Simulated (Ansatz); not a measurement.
# TaHCl (quartet): wB97M-V, B2PLYP over vertical spin and charge gaps, def2-QZVPP

How well do these functionals follow the top wave-function level for TaHCl (quartet) over vertical spin and charge gaps?

Program: Ansatz 0.2.0, Gaussian basis. Level of theory: def2-QZVPP, all electrons in the functionals, frozen cores in the correlation of double hybrids and RPA. These are calculated values, not measurements.

To be run: wB97M-V, B2PLYP, at charge 0, quartet; charge 0, doublet; charge 0, sextet; charge 1, triplet; charge 1, quintet.

### 1 What is computed

The geometry is a PBE0/def2-TZVP stationary point (not a proven minimum). No spin-orbit coupling is included. Elements past krypton take def2 core potentials.

3 atoms, charge 0, spin multiplicity 4.

Atoms are counted from 1 here; the program's logs count them from 0.

Bond lengths: Ta1–Cl2 2.311 Å, Ta1–H3 1.863 Å. Angles: Cl2–Ta1–H3 180.0°.

No dispersion term is added; wB97M-V holds VV10 nonlocal correlation.

The geometry shown and the zero of energy belong to the point charge 0, quartet. The yardstick, UCCSD(T), and other wave-function levels (R restricted, U unrestricted, valence and pair active spaces) come from earlier runs.

### 2 wB97M-V, charge 0, quartet

Input file in.yaml:

```yaml
crystal:
  periodic: [false, false, false]
  atoms:
    - {symbol: Ta, position_ang: [0.000000, 0.000000, 0.149600]}
    - {symbol: Cl, position_ang: [0.000000, 0.000000, -2.161700]}
    - {symbol: H, position_ang: [0.000000, 0.000000, 2.012100]}
basis:
  gaussian: {orbitals: "def2-QZVPP.json"}
magnetization: {spin_polarized: true, initial_magnetization: 3}
hamiltonian: {xc: {name: wB97M-V}}
output: {orbitals: {seedname: orbitals}}
```

Run with:

```bash
$ ansatz run in.yaml --threads 2 --pin off --events-out ev --progress --plain --max-ram 24576MiB --backend cuda --devices 0, --max-vram 18GiB
```

Log, cut to the lines that bear on the results:

```text
Functional definition: wB97M-V
  name "wB97M-V"
  cite "Mardirossian & Head-Gordon, J. Chem. Phys. 144, 214110 (2016) doi:10.1063/1.4952647"
  cite "Becke, J. Chem. Phys. 107, 8554 (1997) doi:10.1063/1.475007"
  cite "Vydrov & Van Voorhis, J. Chem. Phys. 133, 244103 (2010) doi:10.1063/1.3521275"
  # Of w^i u^j: cxij and so on, Table III.
[...]
  gx(w, u) = 1 - cx + cx01*u + cx10*w
  gss(w, u) = css00 + css04*u^4 + css10*w + css20*w^2 + css43*w^4*u^3
  gos(w, u) = cos00 + cos10*w + (cos20 + cos21*u)*w^2 + (cos60 + cos61*u)*w^6
[...]
      + integral(e_c_pw_mod_opposite_spin*gos(b97_w_opposite, b97_u_opposite)) + vv10(b, c)
829 factors; their error is unknown
166 factors; integrals over basis functions are off by at most 5.7e-5 eV
[...]
mean field -14086.32008914 eV, -517.6627152252 hartree, gradient 4.0e-6 eV, S^2 3.754815; 4 other end points of the search recorded, 0 dependent functions left out
reference -14086.32013714 eV, -517.6627169891 hartree; 17, 14 occupied and 164, 167 virtual orbitals, 829 factors
Total energy: -14086.32013714 eV, -517.6627169891 hartree
```

It took 32 s on 1 × H100 (card shared with other runs) with 2 threads of AMD EPYC 7R13, shared host; peak host memory 1 GiB.

From the report: ⟨S²⟩ of the determinant 3.755 (pure quartet: 3.75).

### 3 wB97M-V, charge 0, doublet

in.yaml, as its differences from that of step 2:

```diff
@@ -8,3 +8,3 @@
   gaussian: {orbitals: "def2-QZVPP.json"}
-magnetization: {spin_polarized: true, initial_magnetization: 3}
+magnetization: {spin_polarized: true, initial_magnetization: 1}
 hamiltonian: {xc: {name: wB97M-V}}
```

Same command.

Log, cut to the lines that bear on the results:

```text
Functional definition: wB97M-V
  name "wB97M-V"
  cite "Mardirossian & Head-Gordon, J. Chem. Phys. 144, 214110 (2016) doi:10.1063/1.4952647"
  cite "Becke, J. Chem. Phys. 107, 8554 (1997) doi:10.1063/1.475007"
  cite "Vydrov & Van Voorhis, J. Chem. Phys. 133, 244103 (2010) doi:10.1063/1.3521275"
  # Of w^i u^j: cxij and so on, Table III.
[...]
  gx(w, u) = 1 - cx + cx01*u + cx10*w
  gss(w, u) = css00 + css04*u^4 + css10*w + css20*w^2 + css43*w^4*u^3
  gos(w, u) = cos00 + cos10*w + (cos20 + cos21*u)*w^2 + (cos60 + cos61*u)*w^6
[...]
      + integral(e_c_pw_mod_opposite_spin*gos(b97_w_opposite, b97_u_opposite)) + vv10(b, c)
829 factors; their error is unknown
166 factors; integrals over basis functions are off by at most 5.7e-5 eV
[...]
mean field -14086.16107620 eV, -517.6568716073 hartree, gradient 1.2e-5 eV, S^2 1.232693; 15 other end points of the search recorded, 0 dependent functions left out
reference -14086.16112574 eV, -517.6568734280 hartree; 16, 15 occupied and 165, 166 virtual orbitals, 829 factors
Total energy: -14086.16112574 eV, -517.6568734280 hartree
```

It took 21 s on 1 × H100 (card shared with other runs) with 2 threads of AMD EPYC 7R13, shared host; peak host memory 1 GiB.

From the report: ⟨S²⟩ of the determinant 1.233 (pure doublet: 0.75).

From charge 0, quartet: +15.3 kJ/mol.

### 4 wB97M-V, charge 0, sextet

in.yaml, as its differences from that of step 3:

```diff
@@ -8,3 +8,3 @@
   gaussian: {orbitals: "def2-QZVPP.json"}
-magnetization: {spin_polarized: true, initial_magnetization: 1}
+magnetization: {spin_polarized: true, initial_magnetization: 5}
 hamiltonian: {xc: {name: wB97M-V}}
```

Launched as before.

Log, cut to the lines that bear on the results:

```text
Functional definition: wB97M-V
  name "wB97M-V"
  cite "Mardirossian & Head-Gordon, J. Chem. Phys. 144, 214110 (2016) doi:10.1063/1.4952647"
  cite "Becke, J. Chem. Phys. 107, 8554 (1997) doi:10.1063/1.475007"
  cite "Vydrov & Van Voorhis, J. Chem. Phys. 133, 244103 (2010) doi:10.1063/1.3521275"
  # Of w^i u^j: cxij and so on, Table III.
[...]
  gx(w, u) = 1 - cx + cx01*u + cx10*w
  gss(w, u) = css00 + css04*u^4 + css10*w + css20*w^2 + css43*w^4*u^3
  gos(w, u) = cos00 + cos10*w + (cos20 + cos21*u)*w^2 + (cos60 + cos61*u)*w^6
[...]
      + integral(e_c_pw_mod_opposite_spin*gos(b97_w_opposite, b97_u_opposite)) + vv10(b, c)
829 factors; their error is unknown
166 factors; integrals over basis functions are off by at most 5.7e-5 eV
[...]
mean field -14082.84449137 eV, -517.5349893631 hartree, gradient 7.5e-6 eV, S^2 8.752392; 2 other end points of the search recorded, 0 dependent functions left out
reference -14082.84453825 eV, -517.5349910856 hartree; 18, 13 occupied and 163, 168 virtual orbitals, 829 factors
Total energy: -14082.84453825 eV, -517.5349910856 hartree
```

It took 6.5 s on 1 × H100 (card shared with other runs) with 2 threads of AMD EPYC 7R13, shared host; peak host memory 1 GiB.

From the report: ⟨S²⟩ of the determinant 8.752 (pure sextet: 8.75).

From charge 0, quartet: +335.3 kJ/mol.

### 5 wB97M-V, charge 1, triplet

in.yaml, as its differences from that of step 4:

```diff
@@ -8,3 +8,4 @@
   gaussian: {orbitals: "def2-QZVPP.json"}
-magnetization: {spin_polarized: true, initial_magnetization: 5}
+total_charge: 1
+magnetization: {spin_polarized: true, initial_magnetization: 2}
 hamiltonian: {xc: {name: wB97M-V}}
```

Same command.

Log, cut to the lines that bear on the results:

```text
Functional definition: wB97M-V
  name "wB97M-V"
  cite "Mardirossian & Head-Gordon, J. Chem. Phys. 144, 214110 (2016) doi:10.1063/1.4952647"
  cite "Becke, J. Chem. Phys. 107, 8554 (1997) doi:10.1063/1.475007"
  cite "Vydrov & Van Voorhis, J. Chem. Phys. 133, 244103 (2010) doi:10.1063/1.3521275"
  # Of w^i u^j: cxij and so on, Table III.
[...]
  gx(w, u) = 1 - cx + cx01*u + cx10*w
  gss(w, u) = css00 + css04*u^4 + css10*w + css20*w^2 + css43*w^4*u^3
  gos(w, u) = cos00 + cos10*w + (cos20 + cos21*u)*w^2 + (cos60 + cos61*u)*w^6
[...]
      + integral(e_c_pw_mod_opposite_spin*gos(b97_w_opposite, b97_u_opposite)) + vv10(b, c)
829 factors; their error is unknown
166 factors; integrals over basis functions are off by at most 5.7e-5 eV
[...]
mean field -14077.92841937 eV, -517.3543270494 hartree, gradient 9.3e-6 eV, S^2 2.006480; 8 other end points of the search recorded, 0 dependent functions left out
reference -14077.92846516 eV, -517.3543287320 hartree; 16, 14 occupied and 165, 167 virtual orbitals, 829 factors
Total energy: -14077.92846516 eV, -517.3543287320 hartree
```

Run time: 42 s. Hardware: 1 × H100 (card shared with other runs) with 2 threads of AMD EPYC 7R13, shared host; peak host memory 1 GiB.

From the report: ⟨S²⟩ of the determinant 2.006 (pure triplet: 2.00).

From charge 0, quartet: +809.7 kJ/mol.

### 6 wB97M-V, charge 1, quintet

in.yaml, as its differences from that of step 5:

```diff
@@ -9,3 +9,3 @@
 total_charge: 1
-magnetization: {spin_polarized: true, initial_magnetization: 2}
+magnetization: {spin_polarized: true, initial_magnetization: 4}
 hamiltonian: {xc: {name: wB97M-V}}
```

Same command.

Log, cut to the lines that bear on the results:

```text
Functional definition: wB97M-V
  name "wB97M-V"
  cite "Mardirossian & Head-Gordon, J. Chem. Phys. 144, 214110 (2016) doi:10.1063/1.4952647"
  cite "Becke, J. Chem. Phys. 107, 8554 (1997) doi:10.1063/1.475007"
  cite "Vydrov & Van Voorhis, J. Chem. Phys. 133, 244103 (2010) doi:10.1063/1.3521275"
  # Of w^i u^j: cxij and so on, Table III.
[...]
  gx(w, u) = 1 - cx + cx01*u + cx10*w
  gss(w, u) = css00 + css04*u^4 + css10*w + css20*w^2 + css43*w^4*u^3
  gos(w, u) = cos00 + cos10*w + (cos20 + cos21*u)*w^2 + (cos60 + cos61*u)*w^6
[...]
      + integral(e_c_pw_mod_opposite_spin*gos(b97_w_opposite, b97_u_opposite)) + vv10(b, c)
829 factors; their error is unknown
166 factors; integrals over basis functions are off by at most 5.7e-5 eV
[...]
mean field -14075.73484443 eV, -517.2737146571 hartree, gradient 1.4e-5 eV, S^2 6.005733; 9 other end points of the search recorded, 0 dependent functions left out
reference -14075.73488927 eV, -517.2737163047 hartree; 17, 13 occupied and 164, 168 virtual orbitals, 829 factors
Total energy: -14075.73488927 eV, -517.2737163047 hartree
```

It took 18 s on 1 × H100 (card shared with other runs) with 2 threads of AMD EPYC 7R13, shared host; peak host memory 1 GiB.

From the report: ⟨S²⟩ of the determinant 6.006 (pure quintet: 6.00).

From charge 0, quartet: +1021.3 kJ/mol.

### 7 B2PLYP, charge 0, quartet

Input file in.yaml:

```yaml
crystal:
  periodic: [false, false, false]
  atoms:
    - {symbol: Ta, position_ang: [0.000000, 0.000000, 0.149600]}
    - {symbol: Cl, position_ang: [0.000000, 0.000000, -2.161700]}
    - {symbol: H, position_ang: [0.000000, 0.000000, 2.012100]}
basis:
  gaussian: {orbitals: "def2-QZVPP.json"}
magnetization: {spin_polarized: true, initial_magnetization: 3}
hamiltonian: {xc: {name: B2PLYP}}
correlation: {electrons: outside_noble_gas}
```

The command is unchanged.

Log, cut to the lines that bear on the results:

```text
Functional definition: B2PLYP
  name "B2PLYP"
  cite "Grimme, J. Chem. Phys. 124, 034108 (2006) doi:10.1063/1.2148954"
  cite "Becke, Phys. Rev. A 38, 3098 (1988) doi:10.1103/PhysRevA.38.3098"
  cite "Lee, Yang & Parr, Phys. Rev. B 37, 785 (1988) doi:10.1103/PhysRevB.37.785"
[...]
1087 factors; integrals over basis functions are off by at most 1.4e-3 eV
[...]
mean field -14078.32242258 eV, -517.3688064003 hartree, gradient 2.4e-8 eV, S^2 3.756502; 8 other end points of the search recorded, 0 dependent functions left out
9 core orbitals not correlated: weight in the atoms' cores, before any rotation towards them, 0.997 or more for the frozen orbitals, at most 0.002 for the correlated occupied ones
reference -14078.32255870 eV, -517.3688114024 hartree; 8, 5 occupied and 164, 167 virtual orbitals, 1087 factors
second order -10.19886478 eV of doubles, -0.00000000 eV of singles
Total energy: -14081.07625219 eV, -517.4700077716 hartree
```

Wall time 22 s (1 × H100 (card shared with other runs) with 2 threads of AMD EPYC 7R13, shared host); peak host memory 0.96 GiB.

From the report: ⟨S²⟩ of the determinant 3.757 (pure quartet: 3.75).

### 8 B2PLYP, charge 0, doublet

in.yaml, as its differences from that of step 7:

```diff
@@ -8,3 +8,3 @@
   gaussian: {orbitals: "def2-QZVPP.json"}
-magnetization: {spin_polarized: true, initial_magnetization: 3}
+magnetization: {spin_polarized: true, initial_magnetization: 1}
 hamiltonian: {xc: {name: B2PLYP}}
```

The command is unchanged.

Log, cut to the lines that bear on the results:

```text
Functional definition: B2PLYP
  name "B2PLYP"
  cite "Grimme, J. Chem. Phys. 124, 034108 (2006) doi:10.1063/1.2148954"
  cite "Becke, Phys. Rev. A 38, 3098 (1988) doi:10.1103/PhysRevA.38.3098"
  cite "Lee, Yang & Parr, Phys. Rev. B 37, 785 (1988) doi:10.1103/PhysRevB.37.785"
[...]
1087 factors; integrals over basis functions are off by at most 1.4e-3 eV
[...]
mean field -14078.02063270 eV, -517.3577158266 hartree, gradient 2.7e-6 eV, S^2 1.488454; 11 other end points of the search recorded, 0 dependent functions left out
9 core orbitals not correlated: weight in the atoms' cores, before any rotation towards them, 0.998 or more for the frozen orbitals, at most 0.001 for the correlated occupied ones
reference -14078.02076851 eV, -517.3577208175 hartree; 7, 6 occupied and 165, 166 virtual orbitals, 1087 factors
second order -10.63943929 eV of doubles, -0.00000000 eV of singles
Total energy: -14080.89341712 eV, -517.4632887068 hartree
```

It took 28 s on 1 × H100 (card shared with other runs) with 2 threads of AMD EPYC 7R13, shared host; peak host memory 0.96 GiB.

From the report: ⟨S²⟩ of the determinant 1.488 (pure doublet: 0.75). The determinant of B2PLYP (⟨S²⟩ 1.49) is far from a pure spin state, so its energy mixes those of several spin states; that is harmless only where they are near-degenerate.

From charge 0, quartet: +17.6 kJ/mol.

### 9 B2PLYP, charge 0, sextet

in.yaml, as its differences from that of step 8:

```diff
@@ -8,3 +8,3 @@
   gaussian: {orbitals: "def2-QZVPP.json"}
-magnetization: {spin_polarized: true, initial_magnetization: 1}
+magnetization: {spin_polarized: true, initial_magnetization: 5}
 hamiltonian: {xc: {name: B2PLYP}}
```

Launched as before.

Log, cut to the lines that bear on the results:

```text
Functional definition: B2PLYP
  name "B2PLYP"
  cite "Grimme, J. Chem. Phys. 124, 034108 (2006) doi:10.1063/1.2148954"
  cite "Becke, Phys. Rev. A 38, 3098 (1988) doi:10.1103/PhysRevA.38.3098"
  cite "Lee, Yang & Parr, Phys. Rev. B 37, 785 (1988) doi:10.1103/PhysRevB.37.785"
[...]
1087 factors; integrals over basis functions are off by at most 1.4e-3 eV
[...]
mean field -14074.92222008 eV, -517.2438512629 hartree, gradient 3.9e-6 eV, S^2 8.754203; 6 other end points of the search recorded, 0 dependent functions left out
9 core orbitals not correlated: weight in the atoms' cores, before any rotation towards them, 0.997 or more for the frozen orbitals, at most 0.002 for the correlated occupied ones
reference -14074.92235713 eV, -517.2438562995 hartree; 9, 4 occupied and 163, 168 virtual orbitals, 1087 factors
second order -9.77615324 eV of doubles, -0.00000000 eV of singles
Total energy: -14077.56191850 eV, -517.3408583908 hartree
```

Run time: 9 s. Hardware: 1 × H100 (card shared with other runs) with 2 threads of AMD EPYC 7R13, shared host; peak host memory 0.95 GiB.

From the report: ⟨S²⟩ of the determinant 8.754 (pure sextet: 8.75).

From charge 0, quartet: +339.1 kJ/mol.

### 10 B2PLYP, charge 1, triplet

in.yaml, as its differences from that of step 9:

```diff
@@ -8,3 +8,4 @@
   gaussian: {orbitals: "def2-QZVPP.json"}
-magnetization: {spin_polarized: true, initial_magnetization: 5}
+total_charge: 1
+magnetization: {spin_polarized: true, initial_magnetization: 2}
 hamiltonian: {xc: {name: B2PLYP}}
```

The command is unchanged.

Log, cut to the lines that bear on the results:

```text
Functional definition: B2PLYP
  name "B2PLYP"
  cite "Grimme, J. Chem. Phys. 124, 034108 (2006) doi:10.1063/1.2148954"
  cite "Becke, Phys. Rev. A 38, 3098 (1988) doi:10.1103/PhysRevA.38.3098"
  cite "Lee, Yang & Parr, Phys. Rev. B 37, 785 (1988) doi:10.1103/PhysRevB.37.785"
[...]
1087 factors; integrals over basis functions are off by at most 1.4e-3 eV
[...]
mean field -14070.13154594 eV, -517.0677972354 hartree, gradient 2.4e-6 eV, S^2 2.009264; 9 other end points of the search recorded, 0 dependent functions left out
9 core orbitals not correlated: weight in the atoms' cores, before any rotation towards them, 0.998 or more for the frozen orbitals, at most 0.001 for the correlated occupied ones
reference -14070.13168311 eV, -517.0678022763 hartree; 7, 5 occupied and 165, 167 virtual orbitals, 1087 factors
second order -10.05599385 eV of doubles, -0.00000000 eV of singles
Total energy: -14072.84680145 eV, -517.1675810350 hartree
```

Run time: 20 s. Hardware: 1 × H100 (card shared with other runs) with 2 threads of AMD EPYC 7R13, shared host; peak host memory 0.96 GiB.

From the report: ⟨S²⟩ of the determinant 2.009 (pure triplet: 2.00).

From charge 0, quartet: +794.0 kJ/mol.

### 11 B2PLYP, charge 1, quintet

in.yaml, as its differences from that of step 10:

```diff
@@ -9,3 +9,3 @@
 total_charge: 1
-magnetization: {spin_polarized: true, initial_magnetization: 2}
+magnetization: {spin_polarized: true, initial_magnetization: 4}
 hamiltonian: {xc: {name: B2PLYP}}
```

Same command.

Log, cut to the lines that bear on the results:

```text
Functional definition: B2PLYP
  name "B2PLYP"
  cite "Grimme, J. Chem. Phys. 124, 034108 (2006) doi:10.1063/1.2148954"
  cite "Becke, Phys. Rev. A 38, 3098 (1988) doi:10.1103/PhysRevA.38.3098"
  cite "Lee, Yang & Parr, Phys. Rev. B 37, 785 (1988) doi:10.1103/PhysRevB.37.785"
[...]
1087 factors; integrals over basis functions are off by at most 1.4e-3 eV
[...]
mean field -14068.15318897 eV, -516.9950939578 hartree, gradient 2.6e-6 eV, S^2 6.007447; 9 other end points of the search recorded, 0 dependent functions left out
9 core orbitals not correlated: weight in the atoms' cores, before any rotation towards them, 0.998 or more for the frozen orbitals, at most 0.001 for the correlated occupied ones
reference -14068.15332341 eV, -516.9950988986 hartree; 8, 4 occupied and 164, 168 virtual orbitals, 1087 factors
second order -9.50480394 eV of doubles, -0.00000000 eV of singles
Total energy: -14070.71962047 eV, -517.0894085761 hartree
```

It took 10 s on 1 × H100 (card shared with other runs) with 2 threads of AMD EPYC 7R13, shared host; peak host memory 0.96 GiB.

From the report: ⟨S²⟩ of the determinant 6.007 (pure quintet: 6.00).

From charge 0, quartet: +999.3 kJ/mol.

### 12 The comparison

No level is safe as a reference over these points; UCCSD(T) serves as a yardstick only. It comes from earlier runs at the same points. Energies in kJ/mol, counted from charge 0, quartet; blanks weren't run or aren't comparable.

```
   level  quartet to doublet  quartet to sextet  ionisation to the triplet cation  ionisation to the quintet cation
UCCSD(T)                20.5              336.2                             798.8                            1017.1
 wB97M-V                15.3              335.3                             809.7                            1021.3
  B2PLYP                17.6              339.1                             794.0                             999.3
```

Largest miss and mean time a point (UCCSD(T) took 66 s a point; shared hosts):

```
  level  largest miss (kJ/mol)                             where  time a point
wB97M-V                  +10.8  ionisation to the triplet cation          24 s
 B2PLYP                  -17.8  ionisation to the quintet cation          18 s
```

### 13 Results

| quantity | value |
| --- | --- |
| quartet to doublet, UCCSD(T) | 20.5 kJ/mol |
| quartet to sextet, UCCSD(T) | 336.2 kJ/mol |
| ionisation to the triplet cation, UCCSD(T) | 798.8 kJ/mol |
| ionisation to the quintet cation, UCCSD(T) | 1017.1 kJ/mol |
| largest miss, wB97M-V | +10.8 kJ/mol (ionisation to the triplet cation) |
| largest miss, B2PLYP | -17.8 kJ/mol (ionisation to the quintet cation) |

**Reading.** Of the functionals, wB97M-V keep the smallest largest miss at the points compared (at most 10.8 kJ/mol) and B2PLYP strays most (17.8 kJ/mol, at ionisation to the quintet cation). wB97M-V, B2PLYP clearly break the spin symmetry at some points (⟨S²⟩ up to 0.74 above the pure value), so energy there is bought with a mixed spin. Functionals and the yardstick converge differently with the basis, so part of each miss in def2-QZVPP is the basis. The yardstick itself may be off where one determinant is a poor start.
